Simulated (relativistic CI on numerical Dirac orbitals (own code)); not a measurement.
**Re XVIII (Re¹⁷⁺): levels and lines**

The task is the spectrum of Re¹⁷⁺: levels, purity of their labels, lifetimes and lines; runs with one setting changed show what the result hangs on.

The numbers are computed with relativistic CI on numerical Dirac orbitals (own code) version 2 (Dirac-Coulomb-Breit CI, KLI orbitals optimised for each configuration, model QED (radiative potential, 1s self-energy scaled to tabulated hydrogen-like ionisation energies)), except any that are marked as measured or tabulated.

### Step 1. The atom as given

* ion: Re¹⁷⁺ (Re XVIII)
* nuclear charge: 75
* electrons: 58
* isotope: A = 187
* first configuration typed: [Kr] 4d10 4f12

The outer shells:

first configuration typed
```
[Kr] core
4d [↑↓][↑↓][↑↓][↑↓][↑↓]
4f [↑↓][↑↓][↑↓][↑↓][↑↓][↑ ][↑ ]
```

### Step 2. The main run

Settings, as recorded:

```ini
atom Re  Z=75  charge=17  electrons=58
nucleus A=187  rms_radius_fm=5.3698
hamiltonian dirac-coulomb  breit=on  qed=on  c_scale=1
orbitals kli  potential=per-configuration
slater_scale 1
correlation none
mixing on
configurations
  [Kr] 4d10 4f12
  [Kr] 4d10 4f11 5s
  [Kr] 4d10 4f10 5s2
  [Kr] 4d10 4f10 5s 5p
  [Kr] 4d10 4f11 5p
  [Kr] 4d10 4f10 5p2
  [Kr] 4d10 4f10 5s 5d
  [Kr] 4d10 4f11 5d
  [Kr] 4d9 4f13
  [Kr] 4d9 4f11 5s2
  [Kr] 4d10 4f11 6s
  [Kr] 4d10 4f11 5f
  [Kr] 4d8 4f14
  [Kr] 4d10 4f11 6p
  [Kr] 4d9 4f12 5s
  [Kr] 4d10 4f11 6d
  [Kr] 4d10 4f11 5g
  [Ar] 3d10 4s2 4p5 4d10 4f13
  [Kr] 4d10 4f11 7s
  [Kr] 4d9 4f12 5p
  [Kr] 4d10 4f11 7d
  [Kr] 4d10 4f11 6g
  [Ar] 3d10 4s2 4p4 4d10 4f14
  [Ar] 3d10 4s2 4p5 4d10 4f12 5s
  [Ar] 3d10 4s2 4p5 4d9 4f14
end
```

Results of the run (chosen fields of its result record, rounded):

```text
{
  "status": "converged",
  "levels [i, E_cm, J2, conf, term, w_term, jj, w_jj, g, tau_s, A_per_gI_MHz, B_per_Q_MHz]": [
    [0, 0, 16, "4p6 4d10 4f11 5s", "5I*", 0.9567, "4f7/2^5 5s", 0.7903, 1.243, "-", 2.334e+04, -1677],
    [1, 3846.0256, 12, "4p6 4d10 4f12", "3H", 0.9839, "4f7/2^6", 0.921, 1.163, "-", 1757, -3742],
    [2, 10121.627, 14, "4p6 4d10 4f11 5s", "5I*", 0.7528, "4f7/2^5 5s", 0.5404, 1.162, 0.02732, -4167, -1498],
    [3, 12655.199, 8, "4p6 4d10 4f12", "3F", 0.5823, "4f7/2^6", 0.9902, 1.131, "-", 1768, 297.9],
    [4, 21559.521, 12, "4p6 4d10 4f11 5s", "5I*", 0.8506, "4f5/2^5 4f7/2^6 5s", 0.6789, 1.076, 0.01127, -84.42, -1030],
    [5, 22806.426, 10, "4p6 4d10 4f12", "3H", 0.9958, "4f5/2^5 4f7/2^7", 0.9958, 1.031, 0.005547, 2320, -3369],
    [6, 26430.105, 10, "4p6 4d10 4f11 5s", "5I*", 0.4875, "4f7/2^5 5s", 0.5279, 1.04, 0.1226, 4595, -214.4],
    [7, 27246.463, 14, "4p6 4d10 4f11 5s", "3I*", 0.7329, "4f5/2^5 4f7/2^6 5s", 0.6552, 1.144, 0.004602, 1.119e+04, -1601],
    [8, 30158.79, 10, "4p6 4d10 4f11 5s", "5F*", 0.4562, "4f7/2^5 5s", 0.626, 1.196, 0.03831, 1.609e+04, 1499],
    [9, 30521.44, 8, "4p6 4d10 4f12", "3H", 0.4549, "4f5/2^5 4f7/2^7", 0.9193, 0.9899, 0.01399, 2362, -1379],
    [10, 30630.924, 8, "4p6 4d10 4f11 5s", "5I*", 0.4661, "4f7/2^5 5s", 0.4861, 0.7808, 0.2239, -3.054e+04, -248.3],
    [11, 32875.101, 4, "4p6 4d10 4f12", "3F", 0.6531, "4f7/2^6", 0.6328, 0.7983, "-", 2245, 1617],
    [12, 33772.21, 6, "4p6 4d10 4f12", "3F", 0.9955, "4f5/2^5 4f7/2^7", 0.9955, 1.081, 0.006982, 2063, 1006],
    [13, 34551.255, 12, "4p6 4d10 4f11 5s", "3H*", 0.4489, "4f7/2^5 5s", 0.5557, 1.142, 0.01096, 1.569e+04, -468.7],
    [14, 38758.992, 4, "4p6 4d10 4f11 5s", "5S*", 0.6348, "4f7/2^5 5s", 0.6507, 1.765, 11.7, 8.534e+04, 819],
    [15, 40583.803, 8, "4p6 4d10 4f11 5s", "5F*", 0.4819, "4f5/2^5 4f7/2^6 5s", 0.5545, 1.109, 0.01528, -1.006e+04, 1309],
    [16, 45421.744, 2, "4p6 4d10 4f11 5s", "5F*", 0.3715, "4f7/2^5 5s", 0.7781, 0.5698, 0.3264, -8.217e+04, 883.6],
    [17, 46591.253, 10, "4p6 4d10 4f11 5s", "1H*", 0.3504, "4f5/2^5 4f7/2^6 5s", 0.7209, 1.033, 0.005435, 2.349e+04, -147.1],
    [18, 48105.33, 12, "4p6 4d10 4f11 5s", "3I*", 0.4733, "4f5/2^5 4f7/2^6 5s", 0.5129, 1.156, 0.003265, 2.421e+04, -868.1],
    [19, 48191.874, 6, "4p6 4d10 4f11 5s", "5F*", 0.8256, "4f5/2^5 4f7/2^6 5s", 0.6644, 1.234, 0.01451, 1.676e+04, 415.7],
    [20, 48374.677, 8, "4p6 4d10 4f12", "3H", 0.4759, "4f5/2^4 4f7/2^8", 0.9171, 0.9217, 0.003013, 3110, -1848],
    [21, 49761.143, 4, "4p6 4d10 4f11 5s", "5F*", 0.6484, "4f5/2^5 4f7/2^6 5s", 0.663, 1.154, 0.04901, 1.536e+04, 119.8],
    [22, 49791.012, 10, "4p6 4d10 4f11 5s", "3H*", 0.3752, "4f5/2^4 4f7/2^7 5s", 0.4409, 1.052, 0.002695, -1.494e+04, -160],
    [23, 51815.338, 8, "4p6 4d10 4f11 5s", "5F*", 0.4141, "4f5/2^5 4f7/2^6 5s", 0.476, 1.152, 0.004796, 1.511e+04, 805.1],
    [24, 58038.407, 4, "4p6 4d10 4f12", "3P", 0.4206, "4f7/2^6", 0.3552, 1.116, 0.003555, 2088, 1419],
    [25, 58218.491, 10, "4p6 4d10 4f11 5s", "5G*", 0.4466, "4f5/2^5 4f7/2^6 5s", 0.7155, 1.181, 0.003203, 2.674e+04, -446.5],
    [26, 59062.011, 2, "4p6 4d10 4f11 5s", "3S*", 0.4459, "4f5/2^5 4f7/2^6 5s", 0.7633, 1.178, 0.005576, -7.992e+04, 139.3],
    [27, 60073.12, 16, "4p6 4d10 4f11 5s", "3K*", 0.8917, "4f5/2^5 4f7/2^6 5s", 0.6659, 1.12, 0.003218, 2.357e+04, -4503],
    [28, 60534.204, 6, "4p6 4d10 4f11 5s", "3G*", 0.4707, "4f5/2^5 4f7/2^6 5s", 0.7524, 0.9332, 0.007063, -1.357e+04, 661.5],
    [29, 60801.884, 12, "4p6 4d10 4f11 5s", "3H*", 0.4657, "4f5/2^4 4f7/2^7 5s", 0.5596, 1.201, 0.001781, 2.989e+04, 152.3],
    [30, 61987.429, 4, "4p6 4d10 4f11 5s", "3F*", 0.28, "4f5/2^5 4f7/2^6 5s", 0.4353, 1.124, 0.005715, 3.113e+04, 1084],
    [31, 62097.872, 8, "4p6 4d10 4f11 5s", "5G*", 0.5116, "4f5/2^5 4f7/2^6 5s", 0.6932, 1.137, 0.004211, 1.436e+04, 451.9],
    [32, 63733.075, 14, "4p6 4d10 4f11 5s", "3K*", 0.6724, "4f5/2^5 4f7/2^6 5s", 0.7169, 1.009, 0.003887, -1.446e+04, -4228],
    [33, 65738.147, 8, "4p6 4d10 4f11 5s", "3F*", 0.3535, "4f5/2^5 4f7/2^6 5s", 0.4633, 0.9875, 0.0008968, -2.284e+04, 757],
    [34, 66363.465, 6, "4p6 4d10 4f11 5s", "3F*", 0.3618, "4f5/2^5 4f7/2^6 5s", 0.3814, 1.064, 0.005498, -1.143e+04, 727.4],
    "... 365 more rows left out ..."
  ],
  "lines, the strongest and those to the lowest levels [upper, lower, type, S_au, A_per_s, branching]": [
    [2, 0, "M1", 19.63, 36.6, 0.9998],
    [4, 2, "M1", 28.26, 87.76, 0.9892],
    [5, 1, "M1", 10.68, 178.5, 0.99],
    [7, 0, "M1", 5.344, 194.4, 0.8945],
    [13, 2, "M1", 2.771, 83.83, 0.9187],
    [27, 0, "M1", 0.7841, 269.7, 0.8679],
    [27, 2, "M1", 0.05287, 10.45, 0.03364],
    [29, 2, "M1", 0.3403, 91.9, 0.1636],
    [32, 0, "M1", 0.02561, 11.92, 0.04633],
    [32, 2, "M1", 0.6763, 187.4, 0.7283],
    [36, 1, "M1", 0.179, 111.6, 0.5532],
    [199, 0, "E1", 2.87, 1.1e+10, 0.785],
    [228, 27, "E1", 2.861, 1.088e+10, 0.7564],
    [231, 32, "E1", 2.719, 9.087e+09, 0.6123],
    [247, 40, "E1", 2.587, 9.951e+09, 0.6683],
    [275, 56, "E1", 3.44, 1.153e+10, 0.8015],
    [282, 62, "E1", 3.323, 9.807e+09, 0.6658],
    [323, 76, "E1", 3.18, 1.073e+10, 0.7184]
  ],
  "n_levels_all": 9815,
  "total_energy [Ha]": -16573.060892,
  "configurations [conf, odd, states, E_av_cm, breit_Ha, qed_Ha, corr_Ha]": [
    ["4p6 4d10 4f12", 0, 91, 42116.8, 17.94, 12.24, "-"],
    ["4p6 4d10 4f11 5s", 1, 728, 87073.2, 17.96, 12.25, "-"],
    ["4p6 4d10 4f10 5s2", 0, 1001, 190105, 17.97, 12.26, "-"],
    ["4p6 4d10 4f10 5s 5p", 1, 12012, 573970, 17.97, 12.25, "-"],
    ["4p6 4d10 4f11 5p", 0, 2184, 490486, 17.96, 12.24, "-"],
    ["4p6 4d10 4f10 5p2", 0, 15015, 998105, 17.98, 12.24, "-"],
    ["4p6 4d10 4f10 5s 5d", 0, 20020, 1.13744e+06, 17.96, 12.25, "-"],
    ["4p6 4d10 4f11 5d", 1, 3640, 1.03437e+06, 17.95, 12.24, "-"],
    ["4p6 4d9 4f13", 1, 140, 1.90549e+06, 17.93, 12.24, "-"],
    ["4p6 4d9 4f11 5s2", 1, 3640, 2.04349e+06, 17.95, 12.26, "-"],
    ["4p6 4d10 4f11 6s", 1, 728, 1.53105e+06, 17.95, 12.24, "-"],
    ["4p6 4d10 4f11 5f", 0, 5096, 1.60218e+06, 17.95, 12.24, "-"],
    ["4p6 4d8 4f14", 0, 45, 3.78396e+06, 17.91, 12.24, "-"],
    ["4p6 4d10 4f11 6p", 0, 2184, 1.71264e+06, 17.95, 12.24, "-"],
    "... 11 more rows left out ..."
  ],
  "radial 4p6 4d10 4f12 [Ha, bohr]": {"<r^-3>(4f)": 24.522, "<r^1>(4f)": 0.51388, "<r^2>(4f)": 0.31156, "<r^4>(4f)": 0.17526, "<r^6>(4f)": 0.15752, "F2(4f,4f)": 0.8942, "F4(4f,4f)": 0.57315, "F6(4f,4f)": 0.41599, "zeta(4f)": 0.027326},
  "radial 4p6 4d10 4f11 5s [Ha, bohr]": {"<r^-3>(4f)": 25.121, "<r^1>(4f)": 0.50783, "<r^2>(4f)": 0.30396, "<r^4>(4f)": 0.16664, "<r^6>(4f)": 0.14645, "F2(4f,4f)": 0.90713, "F4(4f,4f)": 0.58202, "F6(4f,4f)": 0.42262, "zeta(4f)": 0.028184, "<r^1>(5s)": 0.89346, "<r^2>(5s)": 0.8882, "<r^4>(5s)": 1.0789, "G3(4f,5s)": 0.16125}
}
```

Wall time 9.6 s (1 thread, shared host).

The lowest levels, by name:

```
                     level  energy (cm⁻¹)  LS purity (%)  jj purity (%)  radiative lifetime (s)
              4f11 5s 5I°8            0.0             96             79                       -
                  4f12 3H6         3846.0             98             92                       -
              4f11 5s 5I°7        10121.6             75             54                   0.027
        4f12 [4f7/2^6] J=4        12655.2             58             99                       -
              4f11 5s 5I°6          21560             85             68                   0.011
                  4f12 3H5          22806            100            100                  0.0055
        4f11 5s 5I°5 + 3H°          26430             49             53                    0.12
              4f11 5s 3I°7          27246             73             66                  0.0046
        4f11 5s 5F°5 + 5I°          30159             46             63                   0.038
4f12 [4f5/2^5 4f7/2^7] J=4          30521             45             92                   0.014
        4f11 5s 5I°4 + 3H°          30631             47             49                    0.22
                  4f12 3F2          32875             65             63                       -
                  4f12 3F3          33772            100            100                   0.007
        4f11 5s 3H°6 + 3I°          34551             45             56                   0.011
```

Where the configurations lie:

| configuration | levels among the lowest 60 | parity | lowest (cm⁻¹) | highest (cm⁻¹) |
| --- | --- | --- | --- | --- |
| 4f11 5s | 47 | odd | 0.0 | 89437 |
| 4f12 | 12 | even | 3846.0 | 79745 |
| 4f10 5s2 | 1 | even | 73154 | 73154 |

Strongest E1 lines among the lowest 400 of 9815 levels, by gA:

| upper | lower | wavelength (nm) | A (1/s) |
| --- | --- | --- | --- |
| 4f11 5p [4f5/2^5 4f7/2^6 5p1/2] J=8 (ii) | 4f11 5s 3L°9 | 32.88 | 1.15e+10 |
| 4f11 5p [4f5/2^5 4f7/2^6 5p1/2] J=9 | 4f11 5s [4f5/2^5 4f7/2^6 5s] J=8° (ii) | 33.06 | 9.81e+09 |
| 4f11 5p 3M8 | 4f11 5s 3L°7 | 32.82 | 1.07e+10 |
| 4f11 5p [4f7/2^5 5p1/2] J=7 | 4f11 5s 5I°8 | 32.79 | 1.1e+10 |
| 4f11 5p 3I7 | 4f11 5s 3K°8 | 32.87 | 1.09e+10 |
| 4f11 5p [4f5/2^5 4f7/2^6 5p1/2] J=8 | 4f11 5s 3K°7 | 32.91 | 9.09e+09 |
| 4f11 5p 3L7 | 4f11 5s 3K°6 | 32.75 | 9.95e+09 |
| 4f11 5p [4f5/2^4 4f7/2^7 5p1/2] J=7 (ii) | 4f11 5s 1L°8 | 32.87 | 9.73e+09 |
| 4f11 5p 3H6 (iii) | 4f11 5s 3I°7 (ii) | 32.49 | 1.09e+10 |
| 4f11 5p [4f5/2^5 4f7/2^6 5p1/2] J=6 (iii) | 4f11 5s [4f5/2^5 4f7/2^6 5s] J=7° (iii) | 33.05 | 8.93e+09 |

### Step 3. Slater integrals scaled by 0.9

The settings differ from step 2 so:

```diff
@@ -4,3 +4,3 @@
 orbitals kli  potential=per-configuration
-slater_scale 1
+slater_scale 0.9
 correlation none
```

Result record:

```text
{
  "status": "converged",
  "levels [i, E_cm, J2, conf, term, w_term, w_jj]": [
    [0, 0, 12, "4p6 4d10 4f12", "3H", 0.9826, 0.9261],
    [1, 508.6781, 16, "4p6 4d10 4f11 5s", "5I*", 0.9502, 0.8035],
    [2, 7950.0214, 8, "4p6 4d10 4f12", "3F", 0.5869, 0.9921],
    [3, 10152.876, 14, "4p6 4d10 4f11 5s", "5I*", 0.6988, 0.5955],
    [4, 18991.535, 10, "4p6 4d10 4f12", "3H", 0.9965, 0.9965],
    [5, 21745.801, 12, "4p6 4d10 4f11 5s", "5I*", 0.8119, 0.6629],
    [6, 25092.434, 10, "4p6 4d10 4f11 5s", "5F*", 0.297, 0.7327],
    [7, 26151.755, 8, "4p6 4d10 4f12", "3H", 0.4331, 0.9335],
    [8, 26209.926, 14, "4p6 4d10 4f11 5s", "3I*", 0.6797, 0.697],
    [9, 27096.945, 4, "4p6 4d10 4f12", "3F", 0.6049, 0.6816],
    [10, 28594.147, 10, "4p6 4d10 4f11 5s", "5I*", 0.3679, 0.4972],
    [11, 28990.321, 6, "4p6 4d10 4f12", "3F", 0.9962, 0.9962],
    "... 388 more rows left out ..."
  ],
  "n_levels_all": 9815,
  "total_energy [Ha]": -16573.033089,
  "configurations [conf, odd, states, E_av_cm, breit_Ha, qed_Ha, corr_Ha]": [
    ["4p6 4d10 4f12", 0, 91, 36014.7, 17.94, 12.24, "-"],
    ["4p6 4d10 4f11 5s", 1, 728, 80971.1, 17.96, 12.25, "-"],
    ["4p6 4d10 4f10 5s2", 0, 1001, 184003, 17.97, 12.26, "-"],
    ["4p6 4d10 4f10 5s 5p", 1, 12012, 567868, 17.97, 12.25, "-"],
    ["4p6 4d10 4f11 5p", 0, 2184, 484384, 17.96, 12.24, "-"],
    ["4p6 4d10 4f10 5p2", 0, 15015, 992003, 17.98, 12.24, "-"],
    ["4p6 4d10 4f10 5s 5d", 0, 20020, 1.13133e+06, 17.96, 12.25, "-"],
    ["4p6 4d10 4f11 5d", 1, 3640, 1.02826e+06, 17.95, 12.24, "-"],
    ["4p6 4d9 4f13", 1, 140, 1.89939e+06, 17.93, 12.24, "-"],
    ["4p6 4d9 4f11 5s2", 1, 3640, 2.03739e+06, 17.95, 12.26, "-"],
    ["4p6 4d10 4f11 6s", 1, 728, 1.52494e+06, 17.95, 12.24, "-"],
    ["4p6 4d10 4f11 5f", 0, 5096, 1.59608e+06, 17.95, 12.24, "-"],
    ["4p6 4d8 4f14", 0, 45, 3.77786e+06, 17.91, 12.24, "-"],
    ["4p6 4d10 4f11 6p", 0, 2184, 1.70653e+06, 17.95, 12.24, "-"],
    "... 11 more rows left out ..."
  ],
  "ionisation_energy [eV]": 420.655
}
```

Run time: 9.7 s. Hardware: 1 thread, shared host.

How the levels moved (cm⁻¹, from the main run's lowest level): (levels that can't be paired are left out)

```
                     level  main run    shift
                  4f12 3H6    3846.0  -4354.7
              4f11 5s 5I°7   10121.6   -477.4
        4f12 [4f7/2^6] J=4   12655.2  -5213.9
              4f11 5s 5I°6     21560   -322.4
                  4f12 3H5     22806  -4323.6
              4f11 5s 3I°7     27246  -1545.2
4f12 [4f5/2^5 4f7/2^7] J=4     30521  -4878.4
        4f11 5s 5I°4 + 3H°     30631  -1971.9
                  4f12 3F2     32875  -6286.8
                  4f12 3F3     33772  -5290.6
```

### Step 4. The first 3 configurations alone

Settings, as recorded:

```ini
atom Re  Z=75  charge=17  electrons=58
nucleus A=187  rms_radius_fm=5.3698
hamiltonian dirac-coulomb  breit=on  qed=on  c_scale=1
orbitals kli  potential=per-configuration
slater_scale 1
correlation none
mixing on
configurations
  [Kr] 4d10 4f12
  [Kr] 4d10 4f11 5s
  [Kr] 4d10 4f10 5s2
end
```

Result record:

```text
{
  "status": "converged",
  "levels [i, E_cm, J2, conf, term, w_term, w_jj]": [
    [0, 0, 16, "4f11 5s", "5I*", 0.959, 0.7906],
    [1, 1414.1922, 12, "4f12", "3H", 0.9846, 0.9215],
    [2, 10220.263, 14, "4f11 5s", "5I*", 0.7531, 0.5416],
    [3, 11488.633, 8, "4f12", "3F", 0.5838, 0.9893],
    [4, 20359.439, 10, "4f12", "3H", 0.9965, 0.9965],
    [5, 21759.718, 12, "4f11 5s", "5I*", 0.8582, 0.6852],
    [6, 26905.878, 10, "4f11 5s", "5I*", 0.5255, 0.4948],
    [7, 27004.519, 14, "4f11 5s", "3I*", 0.7343, 0.6589],
    [8, 28775.931, 8, "4f12", "3H", 0.4892, 0.8983],
    [9, 30799.093, 10, "4f11 5s", "5F*", 0.4764, 0.6524],
    [10, 31133.355, 8, "4f11 5s", "5I*", 0.4846, 0.4725],
    [11, 32279.675, 4, "4f12", "3F", 0.6865, 0.6016],
    [12, 32482.7, 6, "4f12", "3F", 0.9965, 0.9965],
    [13, 35035.259, 12, "4f11 5s", "3H*", 0.4409, 0.5354],
    [14, 41058.767, 4, "4f11 5s", "5S*", 0.6396, 0.6486],
    [15, 41239.881, 8, "4f11 5s", "5F*", 0.4764, 0.5378],
    "... 186 more rows left out ..."
  ],
  "n_levels_all": 202,
  "total_energy [Ha]": -16573.044721,
  "configurations [conf, odd, states, E_av_cm, breit_Ha, qed_Ha, corr_Ha]": [
    ["4f12", 0, 91, 38567.6, 17.94, 12.24, "-"],
    ["4f11 5s", 1, 728, 83524, 17.96, 12.25, "-"],
    ["4f10 5s2", 0, 1001, 186556, 17.97, 12.26, "-"]
  ]
}
```

Wall time 0.22 s (1 thread, shared host).

How the levels moved (cm⁻¹, from the main run's lowest level):

```csv
level,main run,shift
4f12 3H6,3846.0,-2431.8
4f11 5s 5I°7,10121.6,+98.6
4f12 [4f7/2^6] J=4,12655.2,-1166.6
4f11 5s 5I°6,21560,+200.2
4f12 3H5,22806,-2447.0
4f11 5s 5I°5 + 3H°,26430,+475.8
4f11 5s 3I°7,27246,-241.9
4f11 5s 5F°5 + 5I°,30159,+640.3
4f12 [4f5/2^5 4f7/2^7] J=4,30521,-1745.5
4f11 5s 5I°4 + 3H°,30631,+502.4
4f12 3F2,32875,-595.4
4f12 3F3,33772,-1289.5
```

### Step 5. The runs side by side

| run | time | mean size of shift, levels followed (cm⁻¹) | lowest level |
| --- | --- | --- | --- |
| main run | 9.6 s | 0 | 4f11 5s 5I°8 |
| Slater integrals scaled by 0.9 | 9.7 s | 3466 | 4f12 3H6 |
| the first 3 configurations alone | 0.22 s | 986 | 4f11 5s 5I°8 |

### Step 6. Results

```
                                                                         quantity                                       value
                                                                     lowest level                                4f11 5s 5I°8
                                                                 first excitation                       4f12 3H6, 3846.0 cm⁻¹
                                                 lowest level of the other parity                       4f12 3H6, 3846.0 cm⁻¹
                                                              levels in the model                                        9815
fastest E1 line (by rate) to the lowest level among the lowest 400 of 9815 levels  32.79 nm, from 4f11 5p [4f7/2^5 5p1/2] J=7
```

4f11 5s 5I°8 comes out lowest; its LS label holds 96 % and its jj label 79 %; over the low levels the means are 70 and 73 %, so they are in intermediate coupling. The largest mover is «Slater integrals scaled by 0.9» (3466 cm⁻¹ on average). The computed lowest level is not of the first configuration typed, so it may not be the ion's true ground level. Low levels that differ in the count of f electrons can be misplaced by several ten thousand cm⁻¹. Lifetimes count radiative decay inside the model alone.
